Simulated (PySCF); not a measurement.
# CoNF₂: relaxation and vibrations of the singlet

Where does singlet CoNF₂ go from a trigonal planar start, is the end point a minimum, and what are its modes, charges and moments?

Computed with PySCF 2.14.0. Level: PBE0, basis Co def2-TZVP, N def2-TZVP, F def2-TZVP, no relativity, density fitting.

## Step 1: Where the work starts

4 atoms, charge 0, spin multiplicity 1.

Bond lengths: Co1–N2 1.630 Å, Co1–F3 1.750 Å, Co1–F4 1.750 Å. Angles: N2–Co1–F3 120.0°, N2–Co1–F4 120.0°, F3–Co1–F4 120.0°.

Z-matrix (Å, degrees; charge 0 multiplicity 1):
```
Co
N  1 1.6300
F  1 1.7500 2 120.00
F  1 1.7500 2 120.00 3 180.00
```

## Step 2: Finding the electronic state

The steps below are one call of a driver around PySCF. For each, scf.py gives the equivalent set-up of the SCF; relaxations use the driver's own optimiser. After this first run the driver tries any further starts and a stability analysis.

scf.py reads:

```python
from pyscf import gto, scf, dft
mol = gto.M(atom='''
Co     0.093950    -0.000000     0.000000
N      1.723930    -0.000020     0.000000
F     -0.781050     1.515540     0.000000
F     -0.781020    -1.515520     0.000000''',
    basis={'Co': 'def2-TZVP', 'N': 'def2-TZVP', 'F': 'def2-TZVP'},
    charge=0, spin=0)
mf = dft.RKS(mol, xc='PBE0')
mf.grids.atom_grid = (50, 194)
aux = {'Co': 'def2-universal-JKFIT', 'N': 'def2-universal-JKFIT', 'F': 'def2-universal-JKFIT'}
mf = mf.density_fit(auxbasis=aux)
mf.conv_tol = 1e-08
mf.diis_space = 10
mf.max_cycle = 60
mf.init_guess = 'minao'
mf.verbose = 4
mf.kernel()
```

Command:

```console
$ OMP_NUM_THREADS=4 python axn.py task.json out
```

The program printed, shortened:

```text
[... the frontier levels of the middle cycles are left out ...]
init E= -1635.64843675127
  HOMO = 0.178719353450635  LUMO = 0.207383658235136  gap/eV = 0.78000
cycle= 1 E= -1619.66978254979  delta_E=   16  |g|= 8.02  |ddm|= 33.9
  HOMO = -1.1340870562302  LUMO = -1.06884911289379  gap/eV = 1.77521
cycle= 2 E= -1546.79466654855  delta_E= 72.9  |g|= 23.4  |ddm|= 36.2
  HOMO = -0.884297985184995  LUMO = -0.760858888692849  gap/eV = 3.35895
cycle= 3 E= -1612.08596516336  delta_E= -65.3  |g|= 14.1  |ddm|= 10.1
cycle= 4 E= -1612.92299674491  delta_E= -0.837  |g|= 12.8  |ddm|= 4.61
cycle= 5 E= -1622.52338584705  delta_E= -9.6  |g|= 10.1  |ddm|= 5.57
cycle= 6 E= -1629.39230890098  delta_E= -6.87  |g|= 7.05  |ddm|= 2.69
cycle= 7 E= -1630.43003507291  delta_E= -1.04  |g|= 6.44  |ddm|= 2.26
cycle= 8 E= -1631.53494220993  delta_E= -1.1  |g|= 5.59  |ddm|= 2.33
cycle= 9 E= -1633.19529111924  delta_E= -1.66  |g|= 4.75  |ddm|= 0.464
cycle= 10 E= -1632.04571398992  delta_E= 1.15  |g|= 5.81  |ddm|= 0.417
cycle= 11 E= -1634.58863837527  delta_E= -2.54  |g|= 2.84  |ddm|= 2.64
cycle= 12 E= -1636.26288442351  delta_E= -1.67  |g|= 1.92  |ddm|= 2.12
cycle= 13 E= -1636.52722002087  delta_E= -0.264  |g|= 1.24  |ddm|= 0.804
cycle= 14 E= -1636.69881277286  delta_E= -0.172  |g|= 0.277  |ddm|= 0.407
cycle= 15 E= -1636.702472012  delta_E= -0.00366  |g|= 0.254  |ddm|= 0.179
cycle= 16 E= -1636.71108087954  delta_E= -0.00861  |g|= 0.0793  |ddm|= 0.0933
cycle= 17 E= -1636.71236026026  delta_E= -0.00128  |g|= 0.028  |ddm|= 0.0581
cycle= 18 E= -1636.71283464706  delta_E= -0.000474  |g|= 0.0086  |ddm|= 0.0675
cycle= 19 E= -1636.71294711198  delta_E= -0.000112  |g|= 0.00472  |ddm|= 0.032
cycle= 20 E= -1636.71299847738  delta_E= -5.14e-05  |g|= 0.00432  |ddm|= 0.0257
cycle= 21 E= -1636.71302365593  delta_E= -2.52e-05  |g|= 0.00141  |ddm|= 0.0219
cycle= 22 E= -1636.71302837224  delta_E= -4.72e-06  |g|= 0.000588  |ddm|= 0.00945
cycle= 23 E= -1636.71302926325  delta_E= -8.91e-07  |g|= 0.000236  |ddm|= 0.00386
cycle= 24 E= -1636.7130294595  delta_E= -1.96e-07  |g|= 0.000177  |ddm|= 0.00247
cycle= 25 E= -1636.71302946935  delta_E= -9.85e-09  |g|= 5.25e-05  |ddm|= 0.000356
  HOMO = -0.36436999841662  LUMO = -0.218904800503601  gap/eV = 3.95831
Extra cycle  E= -1636.7130294522  delta_E= 1.71e-08  |g|= 0.000408  |ddm|= 0.000117
converged SCF energy = -1636.7130294522
```

This step, with its further starts and checks, needed 17 s of wall time on 4 threads of Arm Neoverse V1, shared host.

The starts that the driver tried:

| start | energy (Eh) |
| --- | --- |
| the minimal-basis guess | -1636.713029 |
| a thermally smeared density | -1636.713029 |
| a smeared PBE density | -1636.713029 |

No lower closed-shell solution turned up from the other starts or in the test of internal stability.

## Step 3: Relaxing the singlet from the trigonal planar start

The program finds C2v symmetry in the start, which this walk keeps. Threshold on the gradient: 0.0003 Eh/bohr, with a further test on the energy change.

scf.py: that of step 2 with these lines changed.

```diff
@@ -3,4 +3,4 @@
-Co     0.093950    -0.000000     0.000000
-N      1.723930    -0.000020     0.000000
-F     -0.781050     1.515540     0.000000
-F     -0.781020    -1.515520     0.000000''',
+Co     0.093948    -0.000000     0.000000
+N      1.723928    -0.000001     0.000000
+F     -0.781036     1.515530     0.000000
+F     -0.781038    -1.515530     0.000000''',
@@ -16 +15,0 @@
-mf.init_guess = 'minao'
```

Energy and gradient, step by step:

| step | energy (Eh) | change (kJ/mol) | largest symmetric gradient (Eh/bohr) |
| --- | --- | --- | --- |
| 0 | -1636.713029 | 0.00 | 0.13650 |
| 1 | -1636.742709 | -77.92 | 0.02329 |
| 2 | -1636.742993 | -78.67 | 0.01656 |
| 3 | -1636.743205 | -79.23 | 0.00068 |
| 4 | -1636.743214 | -79.25 | 0.00042 |
| 5 | -1636.743223 | -79.27 | 0.00010 |
| 6 | -1636.743224 | -79.27 | 0.00000 |

The walk took 13 s.

After 6 steps and 79.3 kJ/mol it ends at C2v: Co–F 1.704 Å (×2), Co–N 1.452 Å; F–Co–F 121.9°, F–Co–N 119.0° (×2).

## Step 4: Hessian and properties

The point is checked on the finer grid, and tightened if its gradient asks for it. The Hessian and the dipole derivatives come from central differences of analytic gradients, with steps of 0.02 bohr.

scf.py: that of step 3 with these lines changed.

```diff
@@ -3,4 +3,4 @@
-Co     0.093948    -0.000000     0.000000
-N      1.723928    -0.000001     0.000000
-F     -0.781036     1.515530     0.000000
-F     -0.781038    -1.515530     0.000000''',
+Co     0.105383    -0.000000     0.000000
+N      1.556948    -0.000001     0.000000
+F     -0.732209     1.483500     0.000000
+F     -0.732211    -1.483499     0.000000''',
@@ -10 +10 @@
-mf.grids.atom_grid = (50, 194)
+mf.grids.atom_grid = (75, 302)
@@ -13 +13 @@
-mf.conv_tol = 1e-08
+mf.conv_tol = 1e-10
```

This SCF starts from the last density.

Log of the central SCF (cycles and frontier levels):

```text
init E= -1636.74328977731
  HOMO = -0.356335052672198  LUMO = -0.194734807695649  gap/eV = 4.39737
cycle= 1 E= -1636.74328977715  delta_E= 1.63e-10  |g|= 3.53e-05  |ddm|= 1.69e-05
  HOMO = -0.356342695562926  LUMO = -0.194734508975427  gap/eV = 4.39758
cycle= 2 E= -1636.74328977037  delta_E= 6.77e-09  |g|= 0.00024  |ddm|= 7.97e-05
  HOMO = -0.356336091642011  LUMO = -0.194733088311998  gap/eV = 4.39744
cycle= 3 E= -1636.74328977718  delta_E= -6.81e-09  |g|= 3.23e-05  |ddm|= 6.48e-05
  HOMO = -0.35633625390306  LUMO = -0.194734575498919  gap/eV = 4.39741
cycle= 4 E= -1636.74328977733  delta_E= -1.46e-10  |g|= 2.77e-06  |ddm|= 1.31e-05
  HOMO = -0.356336211337391  LUMO = -0.194734423972338  gap/eV = 4.39741
cycle= 5 E= -1636.74328977732  delta_E= 3.87e-12  |g|= 3.96e-07  |ddm|= 1.04e-06
  HOMO = -0.356336283965549  LUMO = -0.194734445185198  gap/eV = 4.39741
Extra cycle  E= -1636.74328977733  delta_E= -6.37e-12  |g|= 1.89e-06  |ddm|= 7.42e-07
converged SCF energy = -1636.74328977733
```

The whole step took 51 s.

Geometry: C2v; Co–F 1.704 Å (×2), Co–N 1.452 Å; F–Co–F 121.1°, F–Co–N 119.4° (×2).

Harmonic modes (main isotopes):

| symmetry | ω (cm⁻¹) | IR (km/mol) | μ (u) |
| --- | --- | --- | --- |
| a1 | 178 | 9.2 | 21.29 |
| b1 | 239 | 18.7 | 24.29 |
| b2 | 269 | 3.2 | 16.83 |
| a1 | 680 | 59.5 | 20.19 |
| b2 | 742 | 136 | 24.31 |
| a1 | 1223 | 73.5 | 16.37 |

Every mode is real; the point is a minimum.

Properties at this point:

```
Dipole moment                                                   : 2.11 D
Highest occupied level                                          : -9.70 eV
Lowest empty level                                              : -5.30 eV
Rotational constants                                            : 0.3067, 0.2016, 0.1216 cm⁻¹
Zero-point energy                                               : 19.9 kJ/mol
Principal polarisabilities                                      : 19.2, 32.5, 39.9 bohr³
Atomisation energy without zero-point energy                    : 946 kJ/mol
Principal traceless quadrupole moments about the centre of mass : -6.61, 2.16, 4.45 D Å
Entropy at 298.15 K and 1 bar                                   : 292.6 J/(mol K)
Heat capacity Cp at 298.15 K                                    : 63.3 J/(mol K)
Enthalpy at 298.15 K above 0 K                                  : 14.62 kJ/mol
Rotational symmetry number                                      : 2
```

Populations by atom (charges in e):

```
atom  Mulliken  Löwdin  polar tensor  Mayer order to Co1
 Co1      1.11    0.32          1.47                   –
  N2     -0.23    0.09         -0.30                2.63
F3,4     -0.44   -0.21         -0.59                0.75
```

Mulliken populations on Co1: s 6.32, p 12.23, d 7.33, f 0.00.

## Step 5: Would spin polarisation lower it?

At the lowest minimum the closed shell is tested against spin polarisation, on the (50, 194) grid. It is unstable: an open-shell solution lies lower. That solution was not followed to a minimum here.

## Step 6: Outcome

| quantity | value |
| --- | --- |
| minimum | singlet, C2v (closed shell, unstable towards spin polarisation) |
| geometry | Co–F 1.704 Å (×2), Co–N 1.452 Å; F–Co–F 121.1°, F–Co–N 119.4° (×2) |
| wavenumbers (cm⁻¹) | 178 (a1), 239 (b1), 269 (b2), 680 (a1), 742 (b2), 1223 (a1) |
| dipole moment | 2.11 D |
| highest occupied, lowest empty level | -9.70, -5.30 eV |
| polar-tensor charge of Co1 | +1.47 e |
| zero-point energy | 19.9 kJ/mol |

The molecule stays C2v, as typed, and the end point is a minimum. The strongest infrared band lies at 742 cm⁻¹ (b2, stretch). Only this shape and spin were tried, so other structures or states may lie lower. Spin polarisation would lower this closed shell, so its numbers describe a constrained state.

The search up to here needed 90 s of wall time on 4 threads of Arm Neoverse V1, shared host.
